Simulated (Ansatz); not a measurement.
# C2F2N2Si: basis-set convergence

An exercise on one series of results from a longer session: the logs are not shown, and one member is left open.

Computed with Ansatz 0.2.0, Gaussian basis. Level: one geometry, several basis sets.

The runs, in order: PBE0-D4/def2-SVP; ωB97M-V/def2-SVP; PBE0-D4/def2-QZVPP; ωB97M-V/def2-QZVPP; the functionals' def2-TZVPP values are taken from earlier runs.

## The geometry

The geometry comes from an earlier relaxation with PBE0-D4 in a triple-zeta def2 set; it is a stationary point, not always the lowest conformer.

SMILES `N#C[Si](F)(F)C#N`, 7 atoms, charge 0, spin multiplicity 1.

Atoms are counted from 1 here; the program's logs count them from 0.

Bond lengths: N1–C2 1.151 Å, C2–Si3 1.822 Å, Si3–F4 1.564 Å, Si3–F5 1.564 Å, Si3–C6 1.822 Å, C6–N7 1.151 Å. Angles: N1–C2–Si3 179.1°, C2–Si3–F4 109.2°, C2–Si3–F5 109.1°, C2–Si3–C6 110.0°, F4–Si3–F5 110.2°, F4–Si3–C6 109.2°, F5–Si3–C6 109.2°, Si3–C6–N7 179.1°.

Set-up of the first run:

File in.yaml:

```yaml
crystal:
  periodic: [false, false, false]
  atoms:
    - {symbol: N, position_ang: [0.558654, -2.117235, 1.587150]}
    - {symbol: C, position_ang: [0.274355, -1.354832, 0.773711]}
    - {symbol: Si, position_ang: [-0.169606, -0.126239, -0.497089]}
    - {symbol: F, position_ang: [-1.674153, -0.307453, -0.883098]}
    - {symbol: F, position_ang: [0.739337, -0.335218, -1.752339]}
    - {symbol: C, position_ang: [0.083633, 1.558277, 0.150809]}
    - {symbol: N, position_ang: [0.249081, 2.614800, 0.575256]}
basis:
  gaussian: {orbitals: def2-SVP}
hamiltonian: {xc: pbe0, dispersion: d4}
output: {orbitals: {seedname: orbitals}}
```

Launch:

```sh
> ansatz run in.yaml --threads 4 --pin off --events-out ev --progress --plain --max-ram 10444MiB
```

Among the steps run: PBE0-D4 in def2-SVP; ωB97M-V in def2-SVP; PBE0-D4 in def2-QZVPP; ωB97M-V in def2-QZVPP.

One of the session's tables, all rows but one given; the rest of the session is left out.

It belongs to the step «Density functionals: the series». 

| functional | basis | HOMO (eV) | LUMO (eV) |
| --- | --- | --- | --- |
| PBE0-D4 | def2-SVP | -10.98 | -2.24 |
| PBE0-D4 | def2-TZVPP | -11.03 | -2.45 |
| PBE0-D4 | def2-QZVPP | ? | ? |
| ωB97M-V | def2-SVP | -13.27 | 0.03 |
| ωB97M-V | def2-TZVPP | -13.35 | -0.27 |
| ωB97M-V | def2-QZVPP | -13.36 | -0.32 |

**Question.** Estimate the row for PBE0-D4, def2-QZVPP.

**Answer.** HOMO (eV): -11.04; LUMO (eV): -2.48. In the column «HOMO (eV)» it lies between ωB97M-V, def2-SVP (-13.27) and PBE0-D4, def2-TZVPP (-11.03).
